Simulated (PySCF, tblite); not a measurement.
# C4H15NOSi3: geometry, infrared bands and NMR shifts

What infrared bands and NMR shifts should C4H15NOSi3 (`[SiH3]C[Si@]1(N[SiH3])CCCO1`) show?

The runs use tblite 0.8.0 and PySCF 2.14.0, with density-fitted response routines of our own; the level of theory stands in each step. All values are computed, except where a source is named. Atoms are numbered from 0 throughout.

### Step 1. The molecule as given

24 atoms, charge 0, multiplicity 1; geometry from: force field or distance geometry start.

Bonds of the start (Å): Si0–C1 1.83, C1–Si2 1.85, Si2–N3 1.67, N3–Si4 1.67, Si2–C5 1.91, C5–C6 1.53, C6–C7 1.55, C7–O8 1.44, O8–Si2 1.68, Si0–H9 1.49, Si0–H10 1.48, Si0–H11 1.49, C1–H12 1.11, C1–H13 1.09, N3–H14 1.02, Si4–H15 1.48, Si4–H16 1.48, Si4–H17 1.48, C5–H18 1.09, C5–H19 1.09, C6–H20 1.10, C6–H21 1.10, C7–H22 1.10, C7–H23 1.10.

### Step 2. Relaxing the molecule with GFN2-xTB

The job: settings as JSON, then the geometry in Å.

```
{"job": {"kind": "relax", "xc": "GFN2-xTB", "basis": "xTB"}, "charge": 0, "multiplicity": 1}
Si    -0.845400     2.676200    -0.040500
C      0.690600     1.710900    -0.267300
Si     0.411300    -0.052200     0.201300
N      1.811900    -0.963900     0.312800
Si     2.737400    -1.037500    -1.077400
C     -0.947800    -0.970600    -0.771900
C     -2.042200    -1.122300     0.292300
C     -1.345300    -1.213000     1.671600
O     -0.276800    -0.255000     1.724700
H     -1.312800     2.723600     1.376300
H     -0.620800     4.076500    -0.477900
H     -1.948700     2.133900    -0.888600
H      1.483700     2.138200     0.373100
H      1.033400     1.790400    -1.299600
H      2.368700    -0.636700     1.104500
H      3.264400     0.320000    -1.347000
H      1.911900    -1.515400    -2.210500
H      3.865600    -1.961200    -0.831200
H     -1.302500    -0.423000    -1.641000
H     -0.581200    -1.954400    -1.077500
H     -2.692200    -0.231400     0.284900
H     -2.682200    -1.990400     0.102300
H     -0.927500    -2.210900     1.847000
H     -2.065100    -1.011900     2.475000
```

Launch:

```sh
> OMP_NUM_THREADS=1 python probes_run.py task.json out
```

One launch serves the whole session: the jobs run in the order shown.

**Question.** This job is followed by: GFN2-xTB harmonic vibrations, gas phase; GIAO PBE0/pcSseg-1 NMR shielding, non-relativistic, gas phase. What will the session give for the following? strongest single infrared mode (GFN2-xTB); zero-point energy (GFN2-xTB); 13C shifts against TMS (PBE0/pcSseg-1); 1H shifts against TMS (PBE0/pcSseg-1, means over atoms taken as alike); 29Si shifts against TMS (PBE0/pcSseg-1); 15N shifts against NH3 (PBE0/pcSseg-1); 17O shifts against H2O (PBE0/pcSseg-1); surface potential, 1st and 99th percentile.

The runs gave:

| quantity | value |
| --- | --- |
| strongest single infrared mode (GFN2-xTB) | 2216 cm⁻¹, 543 km/mol |
| zero-point energy (GFN2-xTB) | 112.2 kcal/mol |
| 13C shifts against TMS (PBE0/pcSseg-1) | 70.1, 30.8, 14.2, -5.5 ppm |
| 1H shifts against TMS (PBE0/pcSseg-1, means over atoms taken as alike) | 4.70, 4.29, 3.98, 3.90, 1.93, 1.77, 0.96, 0.54, 0.17, 0.15, -0.13 ppm |
| 29Si shifts against TMS (PBE0/pcSseg-1) | 17.3, -60.4, -77.2 ppm |
| 15N shifts against NH3 (PBE0/pcSseg-1) | 16.6 ppm |
| 17O shifts against H2O (PBE0/pcSseg-1) | 60.8 ppm |
| surface potential, 1st and 99th percentile | -1.43 V and 1.26 V |

What this shows: The optimisation took 172 steps and gained 0.599 eV; among the close pairs (by a distance rule), Si0–C1 changed most, from 1.828 to 1.895 Å. No mode is imaginary among the 66: a minimum at this level. The strongest single mode, at 2216 cm⁻¹, moves mainly H11. Unscaled tight-binding wavenumbers are off by several per cent, some by more. Its intensities can rank the bands wrongly. At PBE0/pcSseg-1: The widest tensor belongs to O8: span 119 ppm, with a paramagnetic part of -126 ppm.
